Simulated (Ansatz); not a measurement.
# CH3BClFS: a ladder of functionals and wavefunction methods

The task here is to estimate one member of a computed series from the others.

Method: functionals in def2-TZVPP, the program's frozen cores in correlated methods; program: Ansatz 0.2.0, Gaussian basis.

The runs, in order: LDA (SPW92), PBE-D4, revPBE-D4, BLYP-D4, r2SCAN-D4, B97M-V, PBE0-D4, B3LYP-D4, r2SCANh-D4, r2SCAN0-D4, HSE06-D4, BHLYP-D4, CAM-B3LYP-D4, LC-ωPBE, ωB97X-V, ωB97M-V, B2PLYP, PBE-QIDH; CCSD(T)/def2-SVP; CCSD(T)/def2-TZVPP; MP2/def2-QZVPP; extrapolation to the limit; RPA on PBE.

### The geometry

All runs share one geometry, relaxed beforehand with PBE0-D4 in a triple-zeta def2 set.

SMILES `CSB(F)Cl`, 8 atoms, charge 0, spin multiplicity 1.

Atoms are counted from 1 here; the program's logs count them from 0.

Bond lengths: C1–S2 1.811 Å, C1–H6 1.089 Å, C1–H7 1.088 Å, C1–H8 1.088 Å, S2–B3 1.783 Å, B3–F4 1.322 Å, B3–Cl5 1.752 Å. Angles: S2–C1–H6 106.6°, S2–C1–H7 110.7°, S2–C1–H8 110.7°, H6–C1–H7 109.4°, H6–C1–H8 109.4°, H7–C1–H8 110.0°, C1–S2–B3 101.5°, S2–B3–F4 122.0°, S2–B3–Cl5 119.4°, F4–B3–Cl5 118.6°.

The first run:

Input file in.yaml:

```yaml
crystal:
  periodic: [false, false, false]
  atoms:
    - {symbol: C, position_ang: [0.113407, 0.911018, 0.897424]}
    - {symbol: S, position_ang: [-1.115305, 0.193275, -0.223499]}
    - {symbol: B, position_ang: [-0.151669, -1.054636, -1.055683]}
    - {symbol: F, position_ang: [1.126717, -1.251178, -0.780820]}
    - {symbol: Cl, position_ang: [-0.911840, -2.055828, -2.276124]}
    - {symbol: H, position_ang: [-0.396570, 1.693668, 1.457348]}
    - {symbol: H, position_ang: [0.489535, 0.159555, 1.588659]}
    - {symbol: H, position_ang: [0.937824, 1.347027, 0.336896]}
basis:
  gaussian: {orbitals: def2-TZVPP}
hamiltonian: {xc: lda}
output: {orbitals: {seedname: orbitals}}
```

Steps of the session up to this table: LDA; PBE-D4 (GGA); revPBE-D4 (GGA); BLYP-D4 (GGA); r2SCAN-D4 (meta-GGA); B97M-V (meta-GGA); PBE0-D4 (hybrid); B3LYP-D4 (hybrid); r2SCANh-D4 (hybrid); r2SCAN0-D4 (hybrid); HSE06-D4 (hybrid); BHLYP-D4 (hybrid); CAM-B3LYP-D4 (range-separated); LC-ωPBE-D4 (range-separated; the results give it without D4); ωB97X-V (range-separated); ωB97M-V (range-separated); B2PLYP (double hybrid); PBE-QIDH (double hybrid).

One table of the session follows, with a row left open; its other results are not shown here.

It belongs to the step «Frontier levels by functional». 

```
  functional  HOMO (eV)  gap (eV)
 LDA (SPW92)          ?         ?
      PBE-D4      -6.51      5.08
   revPBE-D4      -6.46      5.14
     BLYP-D4      -6.35      5.08
   r2SCAN-D4      -6.79      5.66
      B97M-V      -6.86      5.85
     PBE0-D4      -7.73      7.24
    B3LYP-D4      -7.49      6.80
  r2SCANh-D4      -7.23      6.44
  r2SCAN0-D4      -7.90      7.60
    HSE06-D4      -7.33      6.45
    BHLYP-D4      -8.80      9.39
CAM-B3LYP-D4      -9.03      9.68
     LC-ωPBE     -10.42     12.21
     ωB97X-V     -10.05     11.80
     ωB97M-V      -9.88     11.46
```

Estimate the missing values for LDA (SPW92).

The run gave: HOMO (eV): -6.64; gap (eV): 4.95. In the column «HOMO (eV)» it lies between r2SCAN-D4 (-6.79) and PBE-D4 (-6.51).
